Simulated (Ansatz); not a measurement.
# Lu2Al3Fe: the cost of one run

All numbers below are computed with Ansatz 0.2.0 (DFT PBEsol, scalar-relativistic, plane waves, PAW).

1 further run of the same task is left out (set aside as unsound or not needed). Runs told in other sessions of the task aren't counted.

## Step 1: The structure to begin with

The cell holds 23 atoms (Al12Fe3Lu8): a = 7.507 Å, b = 7.507 Å, c = 7.507 Å, α = 91.42°, β = 91.42°, γ = 91.42°.

As a file:

```
CELL_PARAMETERS angstrom
-5.37365 -3.10248 4.22526
5.37365 -3.10248 4.22526
0.00000 6.20496 4.22526
ATOMIC_POSITIONS crystal
Al 0.24512 0.98814 0.24903
Al 0.75000 0.50000 0.25000
Al 0.76530 0.99503 0.75349
Al 0.25000 0.50000 0.75000
Al 0.00195 0.24789 0.24837
Al 0.50000 0.75000 0.25000
Al 0.50000 0.25000 0.75000
Al 0.98795 0.74810 0.73827
Al 0.24122 0.23639 0.00573
Al 0.74157 0.75365 0.00940
Al 0.75000 0.25000 0.50000
Al 0.25000 0.75000 0.50000
Fe 0.50000 0.50000 0.00000
Fe 0.50000 0.00000 0.50000
Fe 0.00000 0.50000 0.50000
Lu 0.62644 0.62644 0.62644
Lu 0.12347 0.13593 0.62517
Lu 0.11478 0.62025 0.12896
Lu 0.61257 0.12636 0.12881
Lu 0.37356 0.37356 0.37356
Lu 0.87635 0.87222 0.37408
Lu 0.85724 0.37057 0.87401
Lu 0.37688 0.87470 0.88191
```

The host was relaxed before at PBEsol: a = 5.374 Å, b = 5.374 Å, c = 12.676 Å, α = 90.00°, β = 90.00°, γ = 120.00° (conventional cell), 17.611 Å³/atom.

Places, in fractions of the supercell: a vacancy on Fe at (0.000, 0.000, 0.000). Its neighbours start displaced at random, with a spread of 0.05 Å in each coordinate.

## Step 2: The perfect crystal in the supercell of 24 atoms

input.yaml reads:

```yaml
crystal:
  lattice:
    - [-5.3736498741, -3.1024782013, 4.2252616116]
    - [5.3736498741, -3.1024782013, 4.2252616116]
    - [0.0, 6.2049564027, 4.2252616116]
  atoms:
    - { symbol: Al, position: [0.25, 0.0, 0.25] }
    - { symbol: Al, position: [0.75, 0.5, 0.25] }
    - { symbol: Al, position: [0.75, 0.0, 0.75] }
    - { symbol: Al, position: [0.25, 0.5, 0.75] }
    - { symbol: Al, position: [0.0, 0.25, 0.25] }
    - { symbol: Al, position: [0.5, 0.75, 0.25] }
    - { symbol: Al, position: [0.5, 0.25, 0.75] }
    - { symbol: Al, position: [0.0, 0.75, 0.75] }
    - { symbol: Al, position: [0.25, 0.25, 0.0] }
    - { symbol: Al, position: [0.75, 0.75, 0.0] }
    - { symbol: Al, position: [0.75, 0.25, 0.5] }
    - { symbol: Al, position: [0.25, 0.75, 0.5] }
    - { symbol: Fe, position: [0.0, 0.0, 0.0], spin: 2.02 }
    - { symbol: Fe, position: [0.5, 0.5, 0.0], spin: 2.02 }
    - { symbol: Fe, position: [0.5, 0.0, 0.5], spin: 2.02 }
    - { symbol: Fe, position: [0.0, 0.5, 0.5], spin: 2.02 }
    - { symbol: Lu, position: [0.6264383076, 0.6264383076, 0.6264383076] }
    - { symbol: Lu, position: [0.1264383076, 0.1264383076, 0.6264383076] }
    - { symbol: Lu, position: [0.1264383076, 0.6264383076, 0.1264383076] }
    - { symbol: Lu, position: [0.6264383076, 0.1264383076, 0.1264383076] }
    - { symbol: Lu, position: [0.3735616924, 0.3735616924, 0.3735616924] }
    - { symbol: Lu, position: [0.8735616924, 0.8735616924, 0.3735616924] }
    - { symbol: Lu, position: [0.8735616924, 0.3735616924, 0.8735616924] }
    - { symbol: Lu, position: [0.3735616924, 0.8735616924, 0.8735616924] }
basis:
  ecutwfc: 420
  xc_grid: 2
kpoints:
  mp_grid: { grid: [3, 3, 3], shift: [0.0, 0.0, 0.0] }
hamiltonian:
  xc: pbesol
scf:
  occupations: { method: gaussian, width: 0.05 }
  lower_state_search: "off"
output:
  forces: true
  stress: true
  eigenvalues: true
  populations: true
magnetization:
  spin_polarized: true
```

Started as:

```bash
$ ansatz run input.yaml --threads 8 --pin off --max-ram 14336MiB --backend cpu --events-out ev --progress --plain --runs-dir out
```

Q: Estimate wall time and peak memory on 8 threads of Arm Neoverse V1, shared host.

About 31 s, with a peak of 2.8 GiB.
